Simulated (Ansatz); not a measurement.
## Pt, space group Im-3m: relaxations under a series of pressures, step by step

Program: Ansatz 0.2.0, Python API.

Notebook, run cell by cell (the value of a cell's last expression is shown):

In [1]:
```python
import ansatz as az
import numpy as np
```

In [2]:
```python
def edges_and_angles(cell):
    cell = np.asarray(cell)
    a, b, c = np.linalg.norm(cell, axis=1)
    cosines = cell[1] @ cell[2] / (b * c), cell[0] @ cell[2] / (a * c), cell[0] @ cell[1] / (a * b)
    return (a, b, c, *np.degrees(np.arccos(cosines)))

lattice = az.Lattice.of(
    (-1.58422, 1.58422, 1.58422),
    (1.58422, -1.58422, 1.58422),
    (1.58422, 1.58422, -1.58422),
)
sites = [
    ("Pt", (0.0, 0.0, 0.0)),
]
structure = az.Crystal(lattice=lattice)
for symbol, position in sites:
    structure = structure.atom(symbol, position)
```

In [3]:
```python
structure.resolved().sites[-1]
```
Out [3]:
```text
Site(symbol='Pt', position=(0.0, 0.0, 0.0), moment=None, axis=None, held=None, saved=None)
```

In [4]:
```python
calc = (
    structure.calculation()
    .functional("lda")
    .kpoints(13)  # the mesh must be finer for metals
    .occupations("gaussian", width=0.05)  # the run then minimises F = E - TS
)
```

In [5]:
```python
# H = F + PV, with 1 GPa A^3 = 1/160.21766 eV
rows = []
for pressure in [0, 10, 20, 30, 40]:
    done = calc.relax(cell=True, pressure=pressure, max_steps=100).run(threads=1, backend="cpu")
    cell = done.lattice.cell_ang
    n_atoms = len(done.lattice.sites)
    volume = abs(np.linalg.det(cell)) / n_atoms
    enthalpy = done.report["free_energy_ev"] / n_atoms + pressure * volume / 160.21766
    rows.append((pressure, volume, enthalpy, *edges_and_angles(cell)))
    print(f"{pressure} GPa done: {volume:.4f} A^3/atom")

print(" P (GPa)  V (A^3/atom)  H (eV/atom)     a       b       c")
for row in rows:
    print("{:8.1f} {:12.4f} {:14.5f} {:7.4f} {:7.4f} {:7.4f}".format(*row[:6]))
p, v = np.array([row[0] for row in rows], float), np.array([row[1] for row in rows])
print("mean bulk modulus between rows (GPa):", np.round(-np.diff(p) / np.diff(np.log(v)), 1))
```
```text
DeckWarning: basis.ecutwfc = 420 eV, auto-derived from the records' recommended cutoffs: set by Pt (normal level)
0 GPa done: 14.9160 A^3/atom
10 GPa done: 14.4600 A^3/atom
20 GPa done: 14.0779 A^3/atom
30 GPa done: 13.7484 A^3/atom
40 GPa done: 13.4586 A^3/atom
 P (GPa)  V (A^3/atom)  H (eV/atom)     a       b       c
     0.0      14.9160   -12244.86422  2.6859  2.6859  2.6859
    10.0      14.4600   -12243.94789  2.6583  2.6583  2.6583
    20.0      14.0779   -12243.05754  2.6346  2.6346  2.6346
    30.0      13.7484   -12242.18934  2.6139  2.6139  2.6139
    40.0      13.4586   -12241.34043  2.5954  2.5954  2.5954
mean bulk modulus between rows (GPa): [322.1 373.3 422.2 469.5]
```

The volume falls from 14.92 Å³ an atom at 0 GPa to 13.46 at 40 GPa, by 9.8 %. Between 0 and 10 GPa, -V dP/dV is about 322 GPa, a mean over that step.

Notes:
- Total energies depend on the potentials; only differences at equal settings carry meaning.
- Spin is left out of this run.
- At a fixed pressure a relaxation lowers the enthalpy F + PV, while F alone can rise.
- For a metal this k-point mesh is coarse: on a finer one energies can move by several to tens of meV an atom and pressures by half a GPa or more, differences at one mesh by less.
- Spin-orbit coupling, which matters for elements this heavy, is left out.
- This isn't the structure that Pt takes at ambient conditions.
- Warnings are shown shortened and without file and line.
- Symmetry holds the cell in this phase, whether or not it is the stable one at each pressure.
- The whole script took 26 s on 1 thread of Intel(R) Xeon(R) Processor @ 2.30GHz (shared host), peak memory 0.47 GiB.
